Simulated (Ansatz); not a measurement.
## RbPdCl3 and its elements: a formation energy from the elements, step by step

With the Python package of Ansatz (0.2.0).

Notebook, run cell by cell (the value of a cell's last expression is shown):

```python
from collections import Counter
import warnings

import ansatz as az
import numpy as np
```

```python
XC = "PBEsol"
SCF_TOL = 1e-07
N_EMPTY = 8
MIXING_BETA = 0.2
CUTOFF = 460
K_SPACING = 0.26
SMEARING = "fermi_dirac"
SIGMA = 0.05
```

```python
PHASES = {
    "RbPdCl3": (
        [(4.94767089, 0.0, 0.0), (0.0, 4.94767089, 0.0), (0.0, 0.0, 4.94767089)],
        [
            ("Rb", (0.0, 0.0, 0.0)),
            ("Pd", (0.5, 0.5, 0.5)),
            ("Cl", (0.0, 0.5, 0.5)),
            ("Cl", (0.5, 0.0, 0.5)),
            ("Cl", (0.5, 0.5, 0.0)),
        ],
    ),
    "Rb": (
        [(-2.8025, 2.8025, 2.8025), (2.8025, -2.8025, 2.8025), (2.8025, 2.8025, -2.8025)],
        [
            ("Rb", (0.0, 0.0, 0.0)),
        ],
    ),
    "Pd": (
        [(0.0, 1.9465, 1.9465), (1.9465, 0.0, 1.9465), (1.9465, 1.9465, 0.0)],
        [
            ("Pd", (0.0, 0.0, 0.0)),
        ],
    ),
    "Cl": (
        [(3.145, -2.25, 0.0), (3.145, 2.25, 0.0), (0.0, 0.0, 8.21)],
        [
            ("Cl", (0.87, 0.13, 0.1)),
            ("Cl", (0.63, 0.37, 0.6)),
            ("Cl", (0.13, 0.87, 0.9)),
            ("Cl", (0.37, 0.63, 0.4)),
        ],
    ),
}
```

```python
def build(vectors, sites):
    crystal = az.Crystal(lattice=az.Lattice.of(vectors))
    for symbol, position in sites:
        crystal = crystal.atom(symbol, position)
    return crystal
```

```python
def ground_state(name, crystal):
    calc = (
        crystal.calculation()
        .accuracy("medium")  # preset for grids and thresholds
        .functional(XC)
        .scf(tolerance=SCF_TOL, extra_bands=N_EMPTY)
        .mixing("anderson", ndim=4, beta=MIXING_BETA)
        .basis(CUTOFF)  # cutoff of the orbital basis
        .kpoints(spacing=K_SPACING)  # sampling of the Brillouin zone
        .occupations(SMEARING, width=SIGMA)  # fractional filling near the Fermi level
        .stress()
    )
    calc = calc.relax(force_tolerance=0.01, cell=True)
    return calc.run()
```

```python
def counts(outcome):
    return Counter(site.symbol for site in outcome.lattice.sites)
```

```python
def formation_energy(outcome, mu):
    n = counts(outcome)
    return (outcome.report["energy_sigma0_ev"] - sum(k * mu[element] for element, k in n.items())) / sum(n.values())
```

```python
def volume_per_atom(outcome):
    return abs(np.linalg.det(outcome.lattice.cell_ang)) / len(outcome.lattice.sites)
```

```python
warnings.simplefilter("ignore", az.DeckWarning)
```

```python
phases = {name: build(*cell) for name, cell in PHASES.items()}
```

```python
done = {}
for name, crystal in phases.items():
    done[name] = ground_state(name, crystal)
    print(f"{name}: {done[name].report['energy_sigma0_ev']:.4f} eV, {len(done[name].lattice.sites)} atoms")
```

    RbPdCl3: -13311.5771 eV, 5 atoms
    Rb: -3216.9946 eV, 1 atoms
    Pd: -6906.6310 eV, 1 atoms
    Cl: -4243.2473 eV, 4 atoms

```python
# energy of one atom in its reference phase
references = {"Rb": "Rb", "Pd": "Pd", "Cl": "Cl"}
mu = {element: done[name].report["energy_sigma0_ev"] / len(done[name].lattice.sites) for element, name in references.items()}

target = done["RbPdCl3"]
heat = formation_energy(target, mu)
rows = [(name, len(o.lattice.sites), volume_per_atom(o), formation_energy(o, mu)) for name, o in done.items()]
print("     phase       atoms  V (A^3/atom)  E_form (eV/atom)")
for row in rows:
    print(f"{str(row[0]):>10}  {row[1]:10d}  {row[2]:12.3f}  {row[3]:16.4f}")
```

         phase       atoms  V (A^3/atom)  E_form (eV/atom)
       RbPdCl3           5        23.414           -1.1032
            Rb           1        86.044            0.0000
            Pd           1        14.588            0.0000
            Cl           4        26.972            0.0000

The settings weren't tested for convergence. Spin is left out of this run. For the metals among these phases the mesh is modest: differences between phases can be off by up to 40 meV an atom. The program warned that this SCF threshold is loose for forces or stresses. The cells come from databases of deposited and of computed structures, and not all need be stable phases. The compound is the structure given, not necessarily its lowest; energies are at zero temperature, with no correction for gases. A semilocal functional's error on such energies is often 0.05 to 0.1 eV an atom, and 0.1 to 0.3 eV against gases such as O2 or F2. The script silences the warnings on its input, which a real study should read. Wall time of the script: 67 s on 1 thread of Arm Neoverse V1, with other jobs on the host, peak memory 0.48 GiB.
